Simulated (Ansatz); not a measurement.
# WS2: the cost of one run

Method: DFT PBE+D3(BJ), scalar-relativistic, plane waves, PAW, in Ansatz 0.2.0.

The COD entry's cell or inner coordinates are ideal or old and differ from later refinements, so a difference from it is no clean test against experiment.

## 1. Starting point

The structure is hexagonal, space group P6_3/mmc (No. 194). Conventional cell: a = 3.180 Å, b = 3.180 Å, c = 12.500 Å, α = 90.00°, β = 90.00°, γ = 120.00°. W (site symmetry -6m2) is surrounded by 6 S at 2.41 Å. S (site symmetry 3m) has 3 W at 2.41 Å in its first shell of neighbours.

As a file:

```xyz
6
Lattice="3.1800 0.0000 0.0000 -1.5900 2.7540 0.0000 0.0000 0.0000 12.5000" Properties=species:S:1:pos:R:3 pbc="T T T"
W     0.0000    1.8360    3.1250
W     1.5900    0.9180    9.3750
S     0.0000    1.8360    7.8125
S     1.5900    0.9180    1.5625
S     0.0000    1.8360   10.9375
S     1.5900    0.9180    4.6875
```

The structure rests on an entry of the Crystallography Open Database; cell or positions may have been set otherwise for this series.

## 2. Relaxing cell and atoms: WS2, no spin

Input file input.yaml:

```yaml
crystal:
  lattice:
    - [3.18, 0.0, 0.0]
    - [-1.59, 2.753960784, 0.0]
    - [0.0, 0.0, 12.5]
  atoms:
    - { symbol: W, position: [0.3333333333, 0.6666666667, 0.25] }
    - { symbol: W, position: [0.6666666667, 0.3333333333, 0.75] }
    - { symbol: S, position: [0.3333333333, 0.6666666667, 0.625] }
    - { symbol: S, position: [0.6666666667, 0.3333333333, 0.125] }
    - { symbol: S, position: [0.3333333333, 0.6666666667, 0.875] }
    - { symbol: S, position: [0.6666666667, 0.3333333333, 0.375] }
scf:
  occupations: { method: fixed }
output:
  forces: true
  stress: true
  eigenvalues: true
  write_density: true
  write_potential: true
  elf: true
  volumetric_format: npy
hamiltonian:
  xc: pbe
  dispersion: d3bj
relax:
  f_tol: 0.001
  max_steps: 60
  cell: { stress_tol: 0.03 }
kpoints:
  mp_grid: { grid: [12, 12, 3] }
```

Started as:

```bash
$ ansatz run input.yaml --threads 8 --pin off --max-ram 10240MiB --backend cpu --events-out ev --progress --plain --runs-dir out
```

What time and memory should one allow on 8 threads of Arm Neoverse N1, shared host?

About 16 s, with a peak of 0.58 GiB.
